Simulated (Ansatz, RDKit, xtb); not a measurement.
# Isomers of C3H6N2SSi, a sample narrowed down, part 2 of 2

A sample of isomers of C3H6N2SSi is drawn. Aim: find which of them has the lowest free energy at 298.15 K, then its properties. The sample is small against all isomers, and the most stable one of this formula need not be in it.

xtb, Ansatz and PySCF; isolated molecules.

## 7. Vibrations and thermal terms

The lowest few in one piece go on as finalists. In this search the thermal terms come from GFN2-xTB at its own nearest minimum. The first, c553a:

start.xyz

```xyz
13
c553a
C      0.081460     1.774405    -0.456061
C      1.304117     1.848195     0.192671
C      1.770543     0.504370     0.218672
N     -0.120532     0.453477    -0.774664
N      0.910368    -0.321652    -0.363043
S      2.164371     3.230591     0.860265
Si    -1.465928    -0.365833    -1.605957
H     -2.432263     0.716574    -1.940828
H     -2.080915    -1.362611    -0.691300
H     -0.959348    -1.026091    -2.837036
H     -0.645078     2.545545    -0.708911
H      1.228241     4.151582     0.547109
H      2.700775     0.122813     0.642075
```

The run is started by

```bash
xtb start.xyz --gfn 2 --ohess tight
```

Log, cut to the lines that bear on the results:

```text
* xtb version 6.7.1
[...]
          :  # basis functions                  46          :
[...]
          :  # electrons                        38          :
[...]
          :  Hamiltonian                  GFN2-xTB          :
[...]
          :  net charge                          0          :
          :  unpaired electrons                  0          :
[...]
   *** convergence criteria satisfied after 13 iterations ***
[...]
   *** GEOMETRY OPTIMIZATION CONVERGED AFTER 7 ITERATIONS ***
[...]
   *** convergence criteria satisfied after 3 iterations ***
[...]
         ::                     SUMMARY                     ::
         :::::::::::::::::::::::::::::::::::::::::::::::::::::
         :: total energy             -20.312967821125 Eh    ::
         :: gradient norm              0.000114682473 Eh/a0 ::
         :: HOMO-LUMO gap              3.510614614336 eV    ::
         ::.................................................::
         :: SCC energy               -20.546504248302 Eh    ::
         :: -> isotropic ES            0.026689295854 Eh    ::
         :: -> anisotropic ES          0.000985902310 Eh    ::
         :: -> anisotropic XC          0.013510213823 Eh    ::
         :: -> dispersion             -0.011207457910 Eh    ::
         :: repulsion energy           0.233536427177 Eh    ::
         :: add. restraining           0.000000000000 Eh    ::
         :: total charge              -0.000000000000 e     ::
         :::::::::::::::::::::::::::::::::::::::::::::::::::::
[...]
        19        2.0000           -0.3661927              -9.9646 (HOMO)
        20                         -0.2371799              -6.4540 (LUMO)
[...]
molecular dipole:
                 x           y           z       tot (Debye)
 q only:       -1.341      -0.195      -0.727
   full:       -1.302       0.156      -0.649       3.719
molecular quadrupole (traceless):
[...]
          | TOTAL ENERGY              -20.312967821127 Eh   |
          | TOTAL ENTHALPY            -20.223151349159 Eh   |
          | TOTAL FREE ENERGY         -20.264121256719 Eh   |
          | GRADIENT NORM               0.000114924719 Eh/α |
[...]
```

Wall time 0.28 s (2 threads of Intel Xeon 6975P-C (Granite Rapids), shared host).

## 8. Zero-point energy and free-energy terms

As xtb prints them, at 298.15 K, with its own treatment of low modes:

```tsv
label	SMILES	spin	lowest mode (cm⁻¹)	zero-point (kcal/mol)	G − E (kcal/mol)
c553a	[SiH3]n1cc(S)cn1	singlet	24i	51.0	30.7
c286a	[SiH3]c1[nH]ncc1S	singlet	47	51.3	30.2
c958a	[SiH3]c1n[nH]cc1S	singlet	57	51.0	29.9
c845a	[SiH3]c1ccnn1S	singlet	104	50.7	29.8
c998a	[SiH3]c1cnn(S)c1	singlet	23	50.5	29.1
c036a	[SiH3]c1ccn(S)n1	singlet	27i	50.5	30.0
```

c553a, c036a keep an imaginary mode, a small one that points to a nearly free motion; the harmonic terms are rough for it.

## 9. Last filter: a higher level

Single points at CCSD(T)/def2-SVP + MP2/def2-TZVPP - MP2/def2-SVP on the refined geometries decide the order.

c553a, CCSD(T)/def2-SVP:

input.yaml

```yaml
basis:
  gaussian:
    orbitals: def2-SVP
crystal:
  periodic: [false, false, false]
  atoms:
    - {symbol: C, position_ang: [0.081460, 1.774405, -0.456061]}
    - {symbol: C, position_ang: [1.304117, 1.848195, 0.192671]}
    - {symbol: C, position_ang: [1.770543, 0.504370, 0.218672]}
    - {symbol: N, position_ang: [-0.120532, 0.453477, -0.774664]}
    - {symbol: "N", position_ang: [0.910368, -0.321652, -0.363043]}
    - {symbol: S, position_ang: [2.164371, 3.230591, 0.860265]}
    - {symbol: Si, position_ang: [-1.465928, -0.365833, -1.605957]}
    - {symbol: H, position_ang: [-2.432263, 0.716574, -1.940828]}
    - {symbol: H, position_ang: [-2.080915, -1.362611, -0.691300]}
    - {symbol: H, position_ang: [-0.959348, -1.026091, -2.837036]}
    - {symbol: H, position_ang: [-0.645078, 2.545545, -0.708911]}
    - {symbol: H, position_ang: [1.228241, 4.151582, 0.547109]}
    - {symbol: H, position_ang: [2.700775, 0.122813, 0.642075]}
correlation:
  method: ccsd_t
  frozen_orbitals: {S: 5, Si: 5, "N": 1, H: 0, C: 1}
```

The run is started by

```bash
ansatz run input.yaml --threads 2 --pin off --max-ram 5220MiB --events-out events.jsonl --progress --plain --runs-dir runs
```

Log, cut to the lines that bear on the results:

```text
Warning: RAYON_NUM_THREADS=2 ignored (pool sized by the plan → 2); use --threads N
Functional definition: HF
  name "HF"
[...]
1361 factors; integrals over basis functions are off by at most 1.2e-3 eV
[...]
mean field -24818.03076050 eV, -912.0458081828 hartree, gradient 2.1e-6 eV, S^2 0.000000; 0 other end points of the search recorded, 0 dependent functions left out; unrestricted orbitals would lower it
15 core orbitals not correlated: weight in the atoms' cores, before any rotation towards them, 1.000 or more for the frozen orbitals, at most 0.000 for the correlated occupied ones
reference -24818.03076050 eV, -912.0458081828 hartree; 19, 19 occupied and 102, 102 virtual orbitals, 1361 factors
second order -25.95195743 eV of doubles, -0.00000000 eV of singles
cycle   1  -26.27687667 eV  change   -3.2e-1 eV  update   1.3e-1
[...]
cycle   9  -27.29352468 eV  change   -2.3e-5 eV  update   4.3e-5
perturbative correction -1.10936139 eV, -0.0407682792 hartree
Total energy: -24846.43364656 eV, -913.0895949936 hartree
```

Wall time 11 s (2 threads of Intel Xeon 6975P-C (Granite Rapids), shared host); peak memory 1 GiB.

## 10. c553a at MP2/def2-TZVPP

Changes to input.yaml since step 9:

```diff
@@ -1,4 +1 @@
-basis:
-  gaussian:
-    orbitals: def2-SVP
 crystal:
@@ -9,3 +6,3 @@
     - {symbol: C, position_ang: [1.770543, 0.504370, 0.218672]}
-    - {symbol: N, position_ang: [-0.120532, 0.453477, -0.774664]}
+    - {symbol: "N", position_ang: [-0.120532, 0.453477, -0.774664]}
     - {symbol: "N", position_ang: [0.910368, -0.321652, -0.363043]}
@@ -19,4 +16,4 @@
     - {symbol: H, position_ang: [2.700775, 0.122813, 0.642075]}
-correlation:
-  method: ccsd_t
-  frozen_orbitals: {S: 5, Si: 5, "N": 1, H: 0, C: 1}
+basis:
+  gaussian: {orbitals: def2-TZVPP}
+correlation: {method: mp2, frozen_orbitals: {S: 5, Si: 5, "N": 1, H: 0, C: 1}}
```

The run is started by

```bash
ansatz run input.yaml --threads 2 --pin off --max-ram 5220MiB --events-out events.jsonl --progress --plain --runs-dir runs
```

Log:

```text
Warning: RAYON_NUM_THREADS=2 ignored (pool sized by the plan → 2); use --threads N
[... 2 set-up lines as earlier in the session ...]
  exchange = exact_x
  correlation = 0
1923 factors; integrals over basis functions are off by at most 8.9e-4 eV
mean field evaluation 1: about -24827.0165 eV, gradient 3.4e1 eV
mean field evaluation 2: about -24827.5242 eV, gradient 3.4e1 eV
mean field evaluation 4: about -24831.4429 eV, gradient 5.9e0 eV
mean field evaluation 8: about -24831.5553 eV, gradient 5.7e-1 eV
mean field evaluation 16: about -24831.5573 eV, gradient 3.0e-6 eV
mean field -24831.55728997 eV, -912.5428989724 hartree, gradient 3.0e-6 eV, S^2 0.000000; 0 other end points of the search recorded, 0 dependent functions left out; unrestricted orbitals would lower it
15 core orbitals not correlated: weight in the atoms' cores, before any rotation towards them, 1.000 or more for the frozen orbitals, at most 0.000 for the correlated occupied ones
reference -24831.55728997 eV, -912.5428989724 hartree; 19, 19 occupied and 289, 289 virtual orbitals, 1923 factors
second order -32.14158290 eV of doubles, -0.00000000 eV of singles
Total energy: -24863.69887287 eV, -913.7240803577 hartree
```

Run time: 11 s. Hardware: 2 threads of Intel Xeon 6975P-C (Granite Rapids), shared host; peak memory 1.1 GiB.

## 11. c286a at CCSD(T)/def2-SVP

input.yaml

```yaml
basis:
  gaussian: {orbitals: def2-SVP}
crystal:
  periodic: [false, false, false]
  atoms:
    - {symbol: C, position_ang: [-0.010800, 1.026859, -0.835240]}
    - {symbol: C, position_ang: [1.323619, 2.497426, 0.202462]}
    - {symbol: C, position_ang: [0.658791, 1.258785, 0.373431]}
    - {symbol: "N", position_ang: [0.307552, 2.104596, -1.607328]}
    - {symbol: N, position_ang: [1.105423, 2.998009, -1.012117]}
    - {symbol: S, position_ang: [0.553563, 0.236437, 1.810315]}
    - {symbol: Si, position_ang: [-1.094199, -0.412509, -1.338277]}
    - {symbol: H, position_ang: [-2.308562, -0.498844, -0.479844]}
    - {symbol: H, position_ang: [-0.336335, -1.693862, -1.265482]}
    - {symbol: H, position_ang: [-1.508480, -0.165930, -2.754065]}
    - {symbol: H, position_ang: [-0.001585, 2.283288, -2.557600]}
    - {symbol: H, position_ang: [1.947999, 3.033413, 0.917887]}
    - {symbol: H, position_ang: [1.695669, -0.466017, 1.614455]}
correlation: {method: ccsd_t, frozen_orbitals: {S: 5, Si: 5, "N": 1, H: 0, C: 1}}
```

The run is started by

```bash
ansatz run input.yaml --threads 2 --pin off --max-ram 5220MiB --events-out events.jsonl --progress --plain --runs-dir runs
```

Log, cut to the lines that bear on the results:

```text
Warning: RAYON_NUM_THREADS=2 ignored (pool sized by the plan → 2); use --threads N
[... 2 set-up lines as earlier in the session ...]
[...]
1360 factors; integrals over basis functions are off by at most 1.2e-3 eV
[...]
mean field -24817.73460516 eV, -912.0349246750 hartree, gradient 1.6e-6 eV, S^2 0.000000; 0 other end points of the search recorded, 0 dependent functions left out
15 core orbitals not correlated: weight in the atoms' cores, before any rotation towards them, 1.000 or more for the frozen orbitals, at most 0.000 for the correlated occupied ones
reference -24817.73460516 eV, -912.0349246750 hartree; 19, 19 occupied and 102, 102 virtual orbitals, 1360 factors
second order -26.00725811 eV of doubles, -0.00000000 eV of singles
cycle   1  -26.33278080 eV  change   -3.3e-1 eV  update   1.3e-1
[...]
cycle  10  -27.33359638 eV  change    1.2e-5 eV  update   1.8e-5
perturbative correction -1.11897648 eV, -0.0411216271 hartree
Total energy: -24846.18717802 eV, -913.0805374417 hartree
```

Run time: 12 s. Hardware: 2 threads of Intel Xeon 6975P-C (Granite Rapids), shared host; peak memory 1 GiB.

For c553a, c958a, c845a the log finds that unrestricted Hartree-Fock orbitals lie lower, a sign to watch the closed-shell reference there.

## 12. The ranking

Energies in kcal/mol from c553a; G adds the thermal terms to the CCSD(T)/def2-SVP + MP2/def2-TZVPP - MP2/def2-SVP energy. The columns left of the relaxed level are at the tight-binding geometries.

```tsv
label	SMILES	spin	GFN2-xTB	HF/STO-3G	r2SCAN-D4/def2-SVP	r2SCAN-D4/def2-SVP, relaxed	HF/def2-SVP	MP2/def2-SVP	CCSD(T)/def2-SVP + MP2/def2-TZVPP - MP2/def2-SVP	G	share at equilibrium	T1
c553a	[SiH3]n1cc(S)cn1	singlet	0.0	0.0	0.0	0.0	0.0	0.0	0.0	0.0	100.0 %	0.012
c286a	[SiH3]c1[nH]ncc1S	singlet	19.4	15.5	5.6	4.5	6.8	5.6	7.2	6.8	< 0.1 %	0.012
c958a	[SiH3]c1n[nH]cc1S	singlet	21.7	15.7	7.6	8.0	12.1	9.8	11.3	10.5	< 0.1 %	0.012
c998a	[SiH3]c1cnn(S)c1	singlet	26.0	21.8	22.6	20.2	20.1	21.4	20.6	19.1	< 0.1 %	0.013
c845a	[SiH3]c1ccnn1S	singlet	24.7	22.0	22.8	19.4	21.8	20.8	20.5	19.6	< 0.1 %	0.013
c036a	[SiH3]c1ccn(S)n1	singlet	27.0	22.1	24.0	24.5	27.8	25.6	26.1	25.5	< 0.1 %	0.013
```

Lowest found: c553a, `[SiH3]n1cc(S)cn1`, a singlet. Bond lengths: C1–C2 1.386 Å, C2–C3 1.423 Å, C1–N4 1.374 Å, C3–N5 1.327 Å, N4–N5 1.354 Å, C2–S6 1.760 Å, N4–Si7 1.781 Å, Si7–H8 1.489 Å, Si7–H9 1.486 Å, Si7–H10 1.486 Å, C1–H11 1.089 Å, S6–H12 1.350 Å, C3–H13 1.091 Å. Some angles: C1–C2–C3 104.3°, C1–C2–S6 130.6°, C3–C2–S6 125.1°, C2–C1–N4 106.8°, C2–C3–N5 111.6°, C1–N4–N5 111.6°, C1–N4–Si7 131.4°, N5–N4–Si7 117.0°, C3–N5–N4 105.7°, C2–C1–H11 131.2°.

```xyz
13

C     0.0815    1.7744   -0.4561
C     1.3041    1.8482    0.1927
C     1.7705    0.5044    0.2187
N    -0.1205    0.4535   -0.7747
N     0.9104   -0.3217   -0.3630
S     2.1644    3.2306    0.8603
Si   -1.4659   -0.3658   -1.6060
H    -2.4323    0.7166   -1.9408
H    -2.0809   -1.3626   -0.6913
H    -0.9593   -1.0261   -2.8370
H    -0.6451    2.5455   -0.7089
H     1.2282    4.1516    0.5471
H     2.7008    0.1228    0.6421
```

## 13. What came out

What follows sums up all 2 parts.

```
                                 quantity                                                                  value
                   lowest structure found                                              [SiH3]n1cc(S)cn1, singlet
                            next finalist                   [SiH3]c1[nH]ncc1S, singlet, 6.8 kcal/mol higher in G
share at equilibrium, among the finalists                                                                100.0 %
                                   funnel  6 starts, 6 minima at GFN2-xTB, 9 screening runs, 6 relaxed, 6 ranked
                     CPU time of all runs                                                                 12 min
```

The lowest structure found is `[SiH3]n1cc(S)cn1`. Among the finalists first place is clear (6.8 kcal/mol); structures outside the list aren't covered. GFN2-xTB, HF/STO-3G, r2SCAN-D4/def2-SVP, r2SCAN-D4/def2-SVP, relaxed, HF/def2-SVP and MP2/def2-SVP already put its bonding pattern lowest among the structures in one piece. The largest share of the time went into the relaxations (60 %). The search is not exhaustive (a finite list of starts, one conformer a finalist), so a lower isomer can't be ruled out. Only 6 drawn patterns were tried, so whole families of isomers are missing, and the result ranks this sample alone. The lowest isomer need not be the one that is made and kept in a bottle, which depends on barriers.
